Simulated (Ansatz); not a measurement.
**GeH₂S: vertical ionisation energy**

Aim: the vertical ionisation energy of GeH₂S, as cation minus neutral at the neutral's geometry, on several levels, and how well −ε(HOMO) stands in for it.

Method: unrestricted cation, the program's frozen cores in correlated methods; program: Ansatz 0.2.0, Gaussian basis.

Plan: UKS PBE-D4/def2-TZVPP; UKS r2SCAN-D4/def2-TZVPP; UKS PBE0-D4/def2-TZVPP; UKS B3LYP-D4/def2-TZVPP; UKS wB97X-V/def2-TZVPP; UKS wB97M-V/def2-TZVPP; UKS B2PLYP/def2-TZVPP; UHF-CCSD(T)/def2-TZVPP; UHF-MP2/def2-QZVPP; extrapolation to the limit; then −ε(HOMO) from the neutral's earlier runs with LDA (SPW92), PBE-D4, revPBE-D4, BLYP-D4, r2SCAN-D4, B97M-V, PBE0-D4, B3LYP-D4, r2SCANh-D4, r2SCAN0-D4, HSE06-D4, BHLYP-D4, CAM-B3LYP-D4, LC-ωPBE, ωB97X-V, ωB97M-V.

### 1 Structure used throughout

The geometry comes from an earlier relaxation with PBE0-D4 in a triple-zeta def2 set; it is a stationary point.

SMILES `[SH][GeH]`, 4 atoms, charge 0, spin multiplicity 1.

Atoms are counted from 1 here; the program's logs count them from 0.

Bond lengths: S1–Ge2 2.225 Å, S1–H3 1.342 Å, Ge2–H4 1.595 Å. Angles: Ge2–S1–H3 100.2°, S1–Ge2–H4 93.7°.

### 2 Cation, UKS PBE-D4/def2-TZVPP

in.yaml

```yaml
crystal:
  periodic: [false, false, false]
  atoms:
    - {symbol: S, position_ang: [-0.443273, -1.201847, 0.271669]}
    - {symbol: Ge, position_ang: [-0.841670, 0.737867, -0.743626]}
    - {symbol: H, position_ang: [0.779209, -0.962093, 0.771177]}
    - {symbol: H, position_ang: [0.561234, 1.365874, -0.319420]}
basis:
  gaussian: {orbitals: def2-TZVPP}
total_charge: 1
magnetization: {spin_polarized: true, initial_magnetization: 1}
hamiltonian: {xc: pbe, dispersion: d4}
```

Further steps of the session: Cation, UKS r2SCAN-D4/def2-TZVPP; Cation, UKS PBE0-D4/def2-TZVPP; Cation, UKS B3LYP-D4/def2-TZVPP; Cation, UKS wB97X-V/def2-TZVPP; Cation, UKS wB97M-V/def2-TZVPP; Cation, UKS B2PLYP (frozen core)/def2-TZVPP; Cation, UHF-CCSD(T)/def2-TZVPP; Cation, UHF-MP2/def2-QZVPP.

**Question.** What will the summary of the whole plan be? Wanted: ionisation energy, CCSD(T)/CBS; nearest functional by difference; nearest −ε(HOMO); −ε(HOMO) of PBE; T1 of the cation.

**Answer**, as computed:

| quantity | value |
| --- | --- |
| ionisation energy, CCSD(T)/CBS | 9.65 eV |
| nearest functional by difference | B3LYP-D4 (-0.17 eV) |
| nearest −ε(HOMO) | LC-ωPBE (+0.04 eV) |
| −ε(HOMO) of PBE | 6.05 eV |
| T1 of the cation | 0.020 |

What this shows: Energy differences with functionals land within 0.35 eV of the reference. The PBE orbital energy is 3.6 eV too small: a semilocal HOMO is no ionisation energy. Among orbital estimates LC-ωPBE comes nearest. Hartree-Fock falls 1.14 eV short, as the neutral has more correlation energy than the cation. Correlated methods include outer-core shells of Ge, which these sets cover unevenly. With outer-core shells in play the reference is unsure by up to some tenths of an eV, so close misses can't be ranked.
